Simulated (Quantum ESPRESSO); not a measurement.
# Pt: single point with PBE

The system is Pt.

```
Pt
1.0
     0.00000    1.99325    1.99325
     1.98333    0.00992    1.98333
     1.98333    1.98333    0.00992
Pt
1
Cartesian
  0.0000 0.0000 0.0000
```

The cell was built by a generator and needn't be a form met in nature.

```
Program             : Quantum ESPRESSO 7.5
Task                : single point
Functional          : PBE
Potentials or basis : GBRV 1.5 PBE
Cutoff              : 762 eV
Density cutoff      : 6123 eV
k mesh              : 32 × 32 × 32
Occupations         : methfessel-paxton, width 0.2 eV
Spin                : no spin polarisation
```

```yaml
Pressure: -0.2 GPa
Band_gap_on_the_k_mesh: none (metal or under the smearing width)
```

Stress tensor (GPa, compression positive):
```
-0.26  0.00  0.00
 0.00 -0.17 -0.65
 0.00 -0.65 -0.17
```

Levels at points of the mesh, in eV from the Fermi level:
```tsv
k point	band 5	band 6	band 7	band 8	band 9	band 10	band 11	band 12
(0.00, 0.00, 0.00)	-3.64	-3.58	-3.52	-1.54	-1.54	14.73	19.34	19.50
(0.00, 0.00, -0.50)	-3.70	-3.59	-0.29	0.02	0.08	5.66	14.25	18.62
(0.00, -0.50, -0.50)	-6.27	0.01	0.46	0.47	1.85	8.52	11.12	11.49
(-0.50, 0.00, 0.00)	-3.69	-3.58	-0.38	0.00	0.06	5.53	14.33	18.76
(-0.50, 0.00, -0.50)	-6.27	0.00	0.46	0.47	1.85	8.52	11.31	11.31
```

Run time: 110 s on 4 MPI ranks on AMD EPYC 7R43 64-Core Processor (Zen 3) (shared host), peak memory 0.96 GiB a rank.

Spin-orbit coupling is left out, which matters for the levels of Pt.
